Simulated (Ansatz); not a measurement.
From input file to script: Be3Pd, space group I4/mmm in Ansatz 0.2.0.

```yaml
crystal:
  lattice:
    - [-1.660308, 1.660308, 3.601723]
    - [1.660308, -1.660308, 3.601723]
    - [1.660308, 1.660308, -3.601723]
  atoms:
    - { symbol: Be, position: [0.75, 0.25, 0.5] }
    - { symbol: Be, position: [0.25, 0.75, 0.5] }
    - { symbol: Be, position: [0.5, 0.5, 0.0] }
    - { symbol: Pd, position: [0.0, 0.0, 0.0] }
kpoints:
  mp_grid: { kspacing: 0.3 }
hamiltonian:
  xc: pbesol
scf:
  occupations: { method: fermi_dirac, width: 0.15 }
output:
  forces: true
  stress: true
  eigenvalues: true
```

Launched from the shell:
```console
$ ansatz run input.yaml --threads 1 --pin off --max-ram 3072MiB --backend cpu --events-out ev --progress --plain --runs-dir out
Engine: ansatz 0.2.0, x86_64-unknown-linux-gnu
Pseudopotentials: kind: paw
Pseudopotential: Be, paw, valence charge 2, recommended cutoff 420 eV (normal), Be.paw.azcp
Pseudopotential: Pd, paw, valence charge 18, recommended cutoff 420 eV (normal), Pd.paw.azcp
Functional definition: PBEsol
  exchange = pbesol_x
  correlation = pbesol_c
Crystal: 4 atoms, lattice volume = 39.714 Å³
Basis set: ecut = 420 eV, 793 PW (Γ), exchange–correlation on 60×60×60 points (8 copies of the dense FFT grid, shifted against one another)
Bands: 16, of which v1, the nominal top of the filled ones, is band 12 counted from 1 (11 counted from 0)
Symmetry: 16 space group operations
Space group: I4/mmm (ITA 139), of the structure as read, at distance tolerance 3.4e-5 Å
k-points: 75 of 729
Non-local potential: Be, projectors of the file, l = 0: 2, l = 1: 2, l = 2: 1
Non-local potential: Pd, projectors of the file, l = 0: 2, l = 1: 2, l = 2: 2, l = 3: 1
PAW form: soft (Blöchl's): semilocal exchange-correlation on the pseudo side does not see the compensation charge
PAW frozen core: Be, regenerated for the run's functional, and the local potential with it (the file was generated under x = pbe(κ = 0.804, μ = 0.2195149727645171), c = pbe(β = 0.06672455060314922))
PAW frozen core: Pd, regenerated for the run's functional, and the local potential with it (the file was generated under x = pbe(κ = 0.804, μ = 0.2195149727645171), c = pbe(β = 0.06672455060314922))
PAW one-centre angular grid: Be, 110 points (default); XC on 64 Gauss nodes
PAW one-centre angular grid: Pd, 590 points (default); XC on 64 Gauss nodes
Initial density: superposition of atomic densities (neutral atoms: chi_scale 0, normalization atom), corrected by the library's trained network
Initial wavefunctions: pseudopotential atomic-orbital guess
Functional: x = pbesol(κ = 0.804, μ = 0.12345679012345678), c = pbesol(β = 0.046)
SCF iter   1: F=—  HF=-7179.077919 eV  |F-HF|=—  |Δ(HF+E_count)|=         —  Δρ=7.56e-3  dr2=1.97e-2  ethr=1.77e-3  ⟨swp⟩=5.0  Hψ=6085  notcnv=0
preconditioner: auto → Kerker (q_TF=auto, 2.509 Å⁻¹)  [metal: Δε(μ)=0.037 eV  Ē_g=8.617 eV  σ=0.150 eV  W_gap=0.06  n_scr=10 (ndim 8)  ℏωp=23.6 eV  f_vac=0.000  D(μ)=0.99/eV (n_scr^D=10)]
SCF iter   2: F=—  HF=-7179.073865 eV  |F-HF|=—  |Δ(HF+E_count)|=   4.05e-3  Δρ=2.60e-3  dr2=3.18e-3  ethr=8.20e-5  ⟨swp⟩=2.6  Hψ=2624  notcnv=0
SCF iter   3: F=—  HF=-7179.073247 eV  |F-HF|=—  |Δ(HF+E_count)|=   6.18e-4  Δρ=1.63e-3  dr2=1.20e-3  ethr=1.33e-5  ⟨swp⟩=1.0  Hψ=1200  notcnv=0
SCF iter   4: F=—  HF=-7179.072849 eV  |F-HF|=—  |Δ(HF+E_count)|=   3.99e-4  Δρ=5.11e-4  dr2=1.29e-4  ethr=5.02e-6  ⟨swp⟩=1.5  Hψ=1510  notcnv=0
SCF iter   5: F=—  HF=-7179.072799 eV  |F-HF|=—  |Δ(HF+E_count)|=   4.96e-5  Δρ=8.16e-5  dr2=3.30e-6  ethr=5.36e-7  ⟨swp⟩=2.2  Hψ=1628  notcnv=0
SCF iter   6: F=—  HF=-7179.072815 eV  |F-HF|=—  |Δ(HF+E_count)|=   1.57e-5  Δρ=8.18e-6  dr2=3.19e-8  ethr=4.17e-10  ⟨swp⟩=3.1  Hψ=4765  notcnv=0
SCF iter   7: F=-7179.072815 eV  HF=-7179.072815 eV  |F-HF|=7.73e-11  |Δ(HF+E_count)|=   9.10e-9  Δρ=7.66e-7  dr2=1.87e-10  ethr=1.33e-10  ⟨swp⟩=2.0  Hψ=3807  notcnv=0
SCF 1 converged in 7 iterations: F = -7179.072815 eV  dr2 = 1.87e-10
  greatest PAW one-centre occupation: 0.999 electrons in one spin orbital (limit 2), on the Pd atom at site 3 (counted from 0), in its partial waves of l = 0
SCF converged after 7 iterations
Free energy (F): -7179.072815 eV
Harris-Foulkes:  -7179.072815 eV  (|F-HF|=7.73e-11)
Internal energy: -7179.000470 eV  (E = F + TS)
E sigma→0 (E₀):  -7179.036643 eV
Entropy (-TS):   -0.072345 eV (-18.086 meV/atom)
Fermi energy:    12.358785 eV
--- Per-component energies (eV) ---
  E_band       = -250.653369
  E_kinetic    = 573.197470
  E_local      = -2726.472716  (includes V_loc(G=0)·N_el)
  E_nonlocal   = 229.428977
  E_hartree    = 1139.982266
  E_xc         = -227.251311
  E_vxc        = -274.624887  (∫ρ·V_xc dr)
  E_paw        = -3855.223772  (= ΣΔE_a)
  E_vpaw       = -332.146577  (= ΣTr[D̂ρ^β])
  E_aug_tail   = 0.000181  (compensation charges beyond the density's cutoff)
  E_ewald      = -2312.992682
  E_core_change = 0.331118  (= ΣΔE_core)
  E_smearing   = -0.072345  (= −TS)
  E_closure    = -0.000000  (closes the sum)
  Σ components = -7179.072815   (vs F -7179.072815, Δ=0.00e0)
--- Forces (eV/Å), atoms counted from 1 ---
  atom   1  Be     0.00000000    -0.00000000     0.00000000
  atom   2  Be     0.00000000    -0.00000000     0.00000000
  atom   3  Be    -0.00000000    -0.00000000    -0.00000000
  atom   4  Pd     0.00000000     0.00000000     0.00000000
  max |Σ_I F_I| component: 5.20e-17 eV/Å
--- Stress (GPa, compression-positive) ---
       -3.316313       0.000000      -0.000000
        0.000000      -3.316313      -0.000000
        0.000000       0.000000      -3.922369
  P = ⅓ Tr σ = -3.5183 GPa (-35.183 kbar)
--- Band table (eV; the first three rows and the last of 75) ---
  k-point 0: bands = ["-73.1097", "-38.8509", "-38.8403", "-38.8403", "2.4163", "7.1826", "7.5226", "7.9307", "7.9307", "8.8816", "10.5468", "15.6951", "15.6951", "16.3087", "16.3087", "18.1067"]
  k-point 1: bands = ["-73.1094", "-38.8504", "-38.8432", "-38.8431", "2.7165", "7.2705", "7.6213", "7.6275", "7.8068", "8.5485", "11.2931", "14.4130", "15.0882", "15.7678", "16.2170", "18.1617"]
  k-point 2: bands = ["-73.1087", "-38.8507", "-38.8504", "-38.8493", "3.5788", "7.2827", "7.5101", "7.5737", "7.7440", "8.0156", "12.0933", "13.1279", "13.6474", "15.8783", "16.1060", "17.2838"]
  k-point 74: bands = ["-73.1095", "-38.8522", "-38.8438", "-38.8404", "4.6339", "5.1308", "7.2594", "8.6948", "8.7072", "8.7484", "8.7772", "11.5858", "12.4298", "19.4953", "19.8843", "20.2785"]
```

Notebook, run cell by cell (the value of a cell's last expression is shown):

```python
import ansatz as az
```

```python
deck = {
    "crystal": {
        "lattice": [
            [-1.660308, 1.660308, 3.601723],
            [1.660308, -1.660308, 3.601723],
            [1.660308, 1.660308, -3.601723],
        ],
        "atoms": [
            {"symbol": "Be", "position": [0.75, 0.25, 0.5]},
            {"symbol": "Be", "position": [0.25, 0.75, 0.5]},
            {"symbol": "Be", "position": [0.5, 0.5, 0.0]},
            {"symbol": "Pd", "position": [0.0, 0.0, 0.0]},
        ],
    },
    "kpoints": {"mp_grid": {"kspacing": 0.3}},
    "hamiltonian": {"xc": "pbesol"},
    "scf": {"occupations": {"method": "fermi_dirac", "width": 0.15}},
    "output": {"forces": True, "stress": True, "eigenvalues": True},
}

result = az.Session.from_dict(deck).plan(threads=1).execute()
rep = result.report
```

    DeckWarning: basis.ecutwfc = 420 eV, auto-derived from the records' recommended cutoffs: set by Be (normal level)

```python
rep["kpoints_frac"][:4]
```

    [[0.0, 0.0, 0.0], [0.0, 0.0, 0.1111111111111111], [0.0, 0.0, 0.2222222222222222],
     [0.0, 0.0, 0.3333333333333333]]

```python
n_atoms = len(rep["lattice"]["sites"])
print("F =", round(rep["free_energy_ev"], 4), "eV for", n_atoms, "atoms")
print("E(sigma -> 0) =", round(rep["energy_sigma0_ev"], 4), "eV, TS =", round(rep["entropy_ts_ev"], 5), "eV")
print("closed by", rep["closed_by"], "after", rep["n_iterations"], "iterations")
```

    F = -7179.0728 eV for 4 atoms
    E(sigma -> 0) = -7179.0366 eV, TS = 0.07234 eV
    closed by deck_thresholds after 7 iterations

```python
edges = rep.get("band_edges_ev")
if edges:
    print(f"band edges on the mesh: {edges[0]:.3f} and {edges[1]:.3f} eV, gap {edges[1] - edges[0]:.3f} eV")
else:
    print("no band edges reported (a metal, or a gap too narrow for this smearing); Fermi level", round(rep["fermi_energy_ev"], 3), "eV")
```

    no band edges reported (a metal, or a gap too narrow for this smearing); Fermi level 12.359 eV

Notes:
- Absolute energies stand on the zero of these potentials, so only differences at equal settings mean something. A total without «per atom» is that of the cell as typed.
- No spin polarisation was allowed.
- The mesh is modest for a metal, so energies can be off by several to tens of meV an atom and pressures by half a GPa or more; differences at equal mesh fare better.
- Only differences from the Fermi energy are physical; the zero of the scale is a convention.
- This cell is a computed structure, which may not be the phase found in nature.
- Levels are Kohn-Sham eigenvalues on this mesh, without spin-orbit coupling.
- Warnings are shown shortened and without file and line.
- Run time: 3.8 s on 1 thread of Intel(R) Xeon(R) Platinum 8259CL CPU @ 2.50GHz (Skylake/Cascade Lake), on a shared host, peak memory 0.41 GiB.

(Lines on the test bed's own set-up are left out of the output.)
